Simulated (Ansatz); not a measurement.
# C6H16O2Si: the cost of one run

Program: Ansatz 0.2.0, Gaussian basis. Level of theory: one geometry, several basis sets. These are calculated values, not measurements.

Plan: PBE0-D4/def2-SVP; ωB97M-V/def2-SVP; PBE0-D4/def2-QZVPP; ωB97M-V/def2-QZVPP; the functionals' def2-TZVPP values are taken from earlier runs.

## (1) The relaxed structure

All runs share one geometry, relaxed beforehand with PBE0-D4 in a triple-zeta def2 set.

SMILES `CCO[Si](C)(C)OCC`, 25 atoms, charge 0, spin multiplicity 1.

Atoms are counted from 1 here; the program's logs count them from 0.

Bond lengths: C1–C2 1.509 Å, C1–H10 1.092 Å, C1–H11 1.093 Å, C1–H12 1.092 Å, C2–O3 1.413 Å, C2–H13 1.098 Å, C2–H14 1.098 Å, O3–Si4 1.648 Å, Si4–C5 1.857 Å, Si4–C6 1.857 Å, Si4–O7 1.648 Å, C5–H15 1.093 Å, C5–H16 1.093 Å, C5–H17 1.093 Å, C6–H18 1.093 Å, C6–H19 1.093 Å, C6–H20 1.093 Å, O7–C8 1.413 Å and more. Angles: C2–C1–H10 110.4°, C2–C1–H11 110.5°, C2–C1–H12 110.6°, H10–C1–H11 108.5°, H10–C1–H12 108.2°, H11–C1–H12 108.5°, C1–C2–O3 109.5°, C1–C2–H13 110.1°, C1–C2–H14 110.1°, O3–C2–H13 110.4°, O3–C2–H14 109.7°, H13–C2–H14 107.1°, C2–O3–Si4 123.6°, O3–Si4–C5 104.8°, O3–Si4–C6 111.9°, O3–Si4–O7 109.9°, C5–Si4–C6 113.7°, C5–Si4–O7 111.9° and more.

As a file:

```xyz
25

C     1.74637   -0.51583   -2.67786
C     0.82490    0.36089   -1.86590
O    -0.18314   -0.43400   -1.27650
Si   -1.12660    0.06973   -0.02323
C    -2.24218   -1.36989    0.33723
C    -2.03644    1.63681   -0.42745
O    -0.18211    0.45451    1.27074
C     0.69208   -0.45910    1.90048
C     1.68905    0.29779    2.74324
H     1.18649   -1.04246   -3.45337
H     2.52309    0.08493   -3.15750
H     2.22849   -1.26016   -2.04048
H     1.39391    0.89235   -1.09136
H     0.36545    1.12227   -2.50982
H    -2.89344   -1.15830    1.18887
H    -2.87250   -1.59595   -0.52613
H    -1.66062   -2.26631    0.56612
H    -2.67147    1.50632   -1.30718
H    -2.67043    1.94204    0.40844
H    -1.33792    2.45287   -0.62813
H     1.21552   -1.06643    1.14993
H     0.11424   -1.14893    2.52947
H     2.28716    0.96758    2.12164
H     2.36276   -0.39441    3.25435
H     1.17406    0.89949    3.49489
```

## (2) PBE0-D4 in def2-SVP

in.yaml reads:

```yaml
crystal:
  periodic: [false, false, false]
  atoms:
    - {symbol: C, position_ang: [1.746372, -0.515831, -2.677861]}
    - {symbol: C, position_ang: [0.824896, 0.360889, -1.865905]}
    - {symbol: O, position_ang: [-0.183144, -0.434000, -1.276503]}
    - {symbol: Si, position_ang: [-1.126601, 0.069728, -0.023226]}
    - {symbol: C, position_ang: [-2.242182, -1.369887, 0.337230]}
    - {symbol: C, position_ang: [-2.036444, 1.636807, -0.427445]}
    - {symbol: O, position_ang: [-0.182114, 0.454510, 1.270744]}
    - {symbol: C, position_ang: [0.692081, -0.459102, 1.900478]}
    - {symbol: C, position_ang: [1.689048, 0.297790, 2.743243]}
    - {symbol: H, position_ang: [1.186494, -1.042462, -3.453373]}
    - {symbol: H, position_ang: [2.523092, 0.084930, -3.157498]}
    - {symbol: H, position_ang: [2.228486, -1.260161, -2.040476]}
    - {symbol: H, position_ang: [1.393908, 0.892350, -1.091365]}
    - {symbol: H, position_ang: [0.365455, 1.122274, -2.509822]}
    - {symbol: H, position_ang: [-2.893445, -1.158304, 1.188874]}
    - {symbol: H, position_ang: [-2.872504, -1.595950, -0.526132]}
    - {symbol: H, position_ang: [-1.660617, -2.266307, 0.566124]}
    - {symbol: H, position_ang: [-2.671473, 1.506323, -1.307176]}
    - {symbol: H, position_ang: [-2.670433, 1.942040, 0.408439]}
    - {symbol: H, position_ang: [-1.337916, 2.452868, -0.628126]}
    - {symbol: H, position_ang: [1.215519, -1.066430, 1.149925]}
    - {symbol: H, position_ang: [0.114242, -1.148932, 2.529468]}
    - {symbol: H, position_ang: [2.287158, 0.967579, 2.121640]}
    - {symbol: H, position_ang: [2.362764, -0.394407, 3.254352]}
    - {symbol: H, position_ang: [1.174057, 0.899488, 3.494891]}
basis:
  gaussian: {orbitals: def2-SVP}
hamiltonian: {xc: pbe0, dispersion: d4}
output: {orbitals: {seedname: orbitals}}
```

Started as:

```console
> ansatz run in.yaml --threads 4 --pin off --events-out ev --progress --plain --max-ram 66560MiB --backend cpu
```

What time and memory should one allow on 4 threads of AMD EPYC 7R13, shared host?

About 4.6 s, with a peak of 0.91 GiB.
